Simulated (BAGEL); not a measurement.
# C2H7NSi (SMILES NC1C[SiH2]1), step by step

We compute the energy (HF/def2-SVP), then a single-point energy (NEVPT2(2,2)/def2-SVP) of C2H7NSi. 

The calculation is run with BAGEL 1.2.2.

2 further runs of the same task are left out: 2 set aside as unsound or not needed.

### Step 1. The system as given

C2H7NSi has 11 atoms, charge 0, and is taken as a singlet. As SMILES, `NC1C[SiH2]1`. One bond was lengthened or shortened from a relaxed shape.

Bond lengths: N1–C2 1.437 Å, C2–C3 1.539 Å, C2–Si4 1.862 Å, C3–Si4 1.848 Å, N1–H5 1.011 Å, N1–H6 1.014 Å, C2–H7 0.930 Å, C3–H8 1.085 Å, C3–H9 1.086 Å, Si4–H10 1.479 Å, Si4–H11 1.476 Å. Some angles: N1–C2–C3 114.5°, N1–C2–Si4 118.4°, C3–C2–Si4 65.0°, C2–C3–Si4 65.9°, C2–Si4–C3 49.0°, N1–C2–H7 118.0°, C3–C2–H7 113.0°, Si4–C2–H7 116.4°, C2–N1–H5 111.6°, C2–N1–H6 111.3°.

### Step 2. A single-point energy at HF/def2-SVP (density fitting with svp-jkfit) (run 1)

The input, input.json:

```json
{ "bagel": [

{
  "title": "molecule",
  "basis": "svp",
  "df_basis": "svp-jkfit",
  "angstrom": false,
  "geometry": [
    { "atom": "N", "xyz": [ -2.34177696,  1.80677849, -0.55585727 ] },
    { "atom": "C", "xyz": [  0.27606064,  1.35570086,  0.00935981 ] },
    { "atom": "C", "xyz": [  0.74471272, -0.73641493,  1.97524190 ] },
    { "atom": "Si", "xyz": [  1.78198339, -1.56071347, -1.25675669 ] },
    { "atom": "H", "xyz": [ -2.55569396,  2.68020990, -2.24111503 ] },
    { "atom": "H", "xyz": [ -3.16720933,  2.89412690,  0.78906081 ] },
    { "atom": "H", "xyz": [  1.32545390,  2.74803973,  0.22412152 ] },
    { "atom": "H", "xyz": [  2.12232306, -0.34335190,  3.44185835 ] },
    { "atom": "H", "xyz": [ -0.96359970, -1.63838121,  2.66574783 ] },
    { "atom": "H", "xyz": [  4.51018100, -1.53047785, -1.86222494 ] },
    { "atom": "H", "xyz": [  0.24242352, -3.32609561, -2.77175012 ] }
  ]
},
{ "title": "hf" },
{ "title": "print", "file": "orbitals.molden", "orbitals": true }

]}
```

Launch:

```sh
$ BAGEL_NUM_THREADS=1 BAGEL input.json > input.out
```

Standard output:

```text
* using 1 threads per process

  ===============================================================
  ===============================================================

  *** Geometry ***

  { "atom" : "N", "xyz" : [     -2.341777,      1.806778,     -0.555857 ] },
  { "atom" : "C", "xyz" : [      0.276061,      1.355701,      0.009360 ] },
  { "atom" : "C", "xyz" : [      0.744713,     -0.736415,      1.975242 ] },
  { "atom" : "Si", "xyz" : [      1.781983,     -1.560713,     -1.256757 ] },
  { "atom" : "H", "xyz" : [     -2.555694,      2.680210,     -2.241115 ] },
  { "atom" : "H", "xyz" : [     -3.167209,      2.894127,      0.789061 ] },
  { "atom" : "H", "xyz" : [      1.325454,      2.748040,      0.224122 ] },
  { "atom" : "H", "xyz" : [      2.122323,     -0.343352,      3.441858 ] },
  { "atom" : "H", "xyz" : [     -0.963600,     -1.638381,      2.665748 ] },
  { "atom" : "H", "xyz" : [      4.510181,     -1.530478,     -1.862225 ] },
  { "atom" : "H", "xyz" : [      0.242424,     -3.326096,     -2.771750 ] },

  Number of auxiliary basis functions:      481

  Since a DF basis is specified, we compute 2- and 3-index integrals:
    o Being stored without compression. Storage requirement is 0.035 GB

  Number of basis functions:       95
  Number of electrons      :       40

    * METHOD: MOLECULE                             0.27

  *** RHF ***

  === Nuclear Repulsion ===
   166.6791214509

      * DIIS with orbital gradients will be used.

  === RHF iteration (svp) ===
      0       -422.71672425          0.01681343           0.08
      1       -422.86581963          0.00969944           0.08
      2       -422.91429789          0.00144685           0.08
      3       -422.91610334          0.00024086           0.08
      4       -422.91614505          0.00007483           0.13
      5       -422.91615034          0.00002040           0.08
      6       -422.91615092          0.00000595           0.07
      7       -422.91615098          0.00000196           0.07
      8       -422.91615099          0.00000071           0.07
      9       -422.91615099          0.00000023           0.07
     10       -422.91615099          0.00000008           0.07
     11       -422.91615099          0.00000003           0.06
     12       -422.91615099          0.00000001           0.07
    * SCF iteration converged.

    * Permanent dipole moment:
           (   -0.170938,    -0.469682,     0.063856) a.u.

    * METHOD: HF                                   1.19

    * METHOD: PRINT                                0.04

  ===============================================================
```

Wall time 2 s (1 thread of AMD EPYC 7R43 (Zen 3), shared host); peak memory 0.14 GiB.

### Step 3. A single-point energy at NEVPT2(2,2)/def2-SVP (density fitting with svp-jkfit) (run 2)

The input, job.json:

```json
{ "bagel" : [

{
  "title" : "molecule",
  "basis" : "svp",
  "df_basis" : "svp-jkfit",
  "angstrom" : false,
  "geometry" : [
    { "atom" : "N", "xyz" : [ -2.34177696,  1.80677849, -0.55585727 ] },
    { "atom" : "C", "xyz" : [  0.27606064,  1.35570086,  0.00935981 ] },
    { "atom" : "C", "xyz" : [  0.74471272, -0.73641493,  1.97524190 ] },
    { "atom" : "Si", "xyz" : [  1.78198339, -1.56071347, -1.25675669 ] },
    { "atom" : "H", "xyz" : [ -2.55569396,  2.68020990, -2.24111503 ] },
    { "atom" : "H", "xyz" : [ -3.16720933,  2.89412690,  0.78906081 ] },
    { "atom" : "H", "xyz" : [  1.32545390,  2.74803973,  0.22412152 ] },
    { "atom" : "H", "xyz" : [  2.12232306, -0.34335190,  3.44185835 ] },
    { "atom" : "H", "xyz" : [ -0.96359970, -1.63838121,  2.66574783 ] },
    { "atom" : "H", "xyz" : [  4.51018100, -1.53047785, -1.86222494 ] },
    { "atom" : "H", "xyz" : [  0.24242352, -3.32609561, -2.77175012 ] }
  ]
},
{ "title" : "hf" },
{ "title" : "nevpt2", "nstate" : 1, "nact" : 2, "nclosed" : 19, "active" : [11, 22], "maxiter" : 200, "natocc" : true, "ncore" : 8 },
{ "title" : "print", "file" : "orbitals.molden", "orbitals" : true }

]}
```

Launch:

```sh
$ BAGEL_NUM_THREADS=1 BAGEL job.json > job.out
```

Standard output:

```text
* using 1 threads per process

  ===============================================================
  ===============================================================

  *** Geometry ***

  { "atom" : "N", "xyz" : [     -2.341777,      1.806778,     -0.555857 ] },
  { "atom" : "C", "xyz" : [      0.276061,      1.355701,      0.009360 ] },
  { "atom" : "C", "xyz" : [      0.744713,     -0.736415,      1.975242 ] },
  { "atom" : "Si", "xyz" : [      1.781983,     -1.560713,     -1.256757 ] },
  { "atom" : "H", "xyz" : [     -2.555694,      2.680210,     -2.241115 ] },
  { "atom" : "H", "xyz" : [     -3.167209,      2.894127,      0.789061 ] },
  { "atom" : "H", "xyz" : [      1.325454,      2.748040,      0.224122 ] },
  { "atom" : "H", "xyz" : [      2.122323,     -0.343352,      3.441858 ] },
  { "atom" : "H", "xyz" : [     -0.963600,     -1.638381,      2.665748 ] },
  { "atom" : "H", "xyz" : [      4.510181,     -1.530478,     -1.862225 ] },
  { "atom" : "H", "xyz" : [      0.242424,     -3.326096,     -2.771750 ] },

  Number of auxiliary basis functions:      481

  Since a DF basis is specified, we compute 2- and 3-index integrals:
    o Being stored without compression. Storage requirement is 0.035 GB

  Number of basis functions:       95
  Number of electrons      :       40

    * METHOD: MOLECULE                             0.31

  *** RHF ***

  === Nuclear Repulsion ===
   166.6791214509

      * DIIS with orbital gradients will be used.

  === RHF iteration (svp) ===
      0       -422.71672425          0.01681343           0.08
      1       -422.86581963          0.00969944           0.08
      2       -422.91429789          0.00144685           0.08
      3       -422.91610334          0.00024086           0.07
      4       -422.91614505          0.00007483           0.09
      5       -422.91615034          0.00002040           0.07
      6       -422.91615092          0.00000595           0.07
      7       -422.91615098          0.00000196           0.06
      8       -422.91615099          0.00000071           0.06
      9       -422.91615099          0.00000023           0.06
     10       -422.91615099          0.00000008           0.06
     11       -422.91615099          0.00000003           0.06
     12       -422.91615099          0.00000001           0.06
    * SCF iteration converged.

    * Permanent dipole moment:
           (   -0.170938,    -0.469682,     0.063856) a.u.

    * METHOD: HF                                   1.12

    * freezing 8 orbitals
  ---------------------------
      CASSCF calculation
  ---------------------------

    ==== Active orbitals : =====
         Orbital 11
         Orbital 22
    ============================

    * nstate   :      1
    * nclosed  :     19
    * nact     :      2
    * nvirt    :     74
  === CASSCF iteration (svp) ===

    * Using the second-order algorithm

      0  0      -422.91617930     1.09e-05      0.02

      1  0      -422.91624574     1.93e-05      0.23

      2  0      -422.91653223     6.14e-05      0.26

      3  0      -422.91932235     3.47e-04      0.28

      4  0      -422.92635254     3.83e-04      0.32

      5  0      -422.92782995     9.74e-05      0.39

      6  0      -422.92785738     1.64e-05      0.39

      7  0      -422.92785775     3.78e-06      0.42

      8  0      -422.92785776     9.78e-07      0.47

      9  0      -422.92785776     2.59e-07      0.40

     10  0      -422.92785776     6.79e-08      0.38

     11  0      -422.92785776     1.78e-08      0.33

     12  0      -422.92785776     4.63e-09      0.30

    * Second-order optimization converged. *

     guess   0:   closed 1.                   open ..

  === FCI iteration ===

      0  0      -422.91606594     8.32e-02      0.00
      1  0      -422.92785611     7.36e-04      0.00
      2  0 *    -422.92785776     2.00e-15      0.00

     * ci vector, state   0, <S^2> = 0.0000
       2.     0.9974974377
       .2    -0.0707026292

  === DF-NEVPT2 calculation ===

    * 3-index integral transformation done
    * assembly done

      NEVPT2 correlation energy:   -0.5330442163      0.21

          (+0)     -0.4778876455
          (+0)'    -0.0148821863
          (+1)     -0.0033172141
          (+1)'    -0.0000000000
          (+2)     -0.0000968251
          (-1)     -0.0260666732
          (-1)'     0.0000000000
          (-2)     -0.0107936721

      NEVPT2 total energy:       -423.4609019756

    * METHOD: NEVPT2                               4.70

    * METHOD: PRINT                                0.04

  ===============================================================
```

Run time: 6.6 s. Hardware: 1 thread of AMD EPYC 7R43 (Zen 3), shared host; peak memory 0.14 GiB.

### Step 4. Outcome

| quantity | value |
| --- | --- |
| run 1, HF/def2-SVP: total energy | -422.91615 Eh |
| run 1, HF/def2-SVP: dipole moment | 1.28 D |
| run 1, HF/def2-SVP: HOMO energy | -9.08 eV |
| run 1, HF/def2-SVP: LUMO energy | 4.14 eV |
| run 1, HF/def2-SVP: HOMO–LUMO gap | 13.22 eV |
| run 2, NEVPT2(2,2)/def2-SVP: total energy | -423.46090 Eh |
